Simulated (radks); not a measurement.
**Ga⁺ in [Ar] 3d10 4s2: an all-electron calculation**

One table from this session's results is given with a row withheld; the runs are named, their logs left out.

The numbers are computed with radks (a radial shooting solver on a logarithmic mesh, Libxc functionals) version 1 (scalar-relativistic Kohn-Sham, BLYP, spin-polarised, spherical densities, point nucleus), except any that are marked as measured or tabulated.

### What is computed

| Quantity | Value |
| --- | --- |
| element | gallium (Z = 31) |
| charge | +1 |
| electrons | 30 |
| configuration | [Ar] 3d10 4s2 |

Outer shells as boxes (Hund's rule):

Ga⁺
```
[Ar] core
3d [↑↓][↑↓][↑↓][↑↓][↑↓]
4s [↑↓]
```

The first run:

Input:

```text
Z 31
configuration [Ar] 3d10 4s2 4p0 5s0 4d0 4f0
relativity scalar-relativistic
functional b88,lyp
spin polarised
nucleus point
c 137.035999084
```

One of the session's tables, all rows but one given; the rest of the session is left out.

It belongs to the step «Orbitals and density». From the orbitals of this run (lengths in bohr):

| level | <r> | outermost maximum (interpolated) | 90 % within | nodes |
| --- | --- | --- | --- | --- |
| 1s | ? | ? | ? | ? |
| 2s | 0.2178 | 0.182 | 0.337 | 1 |
| 2p | 0.1907 | 0.146 | 0.312 | 0 |
| 3s | 0.6519 | 0.564 | 0.977 | 2 |
| 3p | 0.6792 | 0.566 | 1.05 | 1 |
| 3d | 0.8084 | 0.532 | 1.40 | 0 |
| 4s | 2.217 | 1.84 | 3.34 | 3 |
| 4p | 2.869 | 2.32 | 4.41 | 2 |

Estimate the missing values for 1s.

As computed: <r>: 0.04860; outermost maximum (interpolated): 0.0318; 90 % within: 0.0868; nodes: 0. In the column «<r>» it is the lowest.
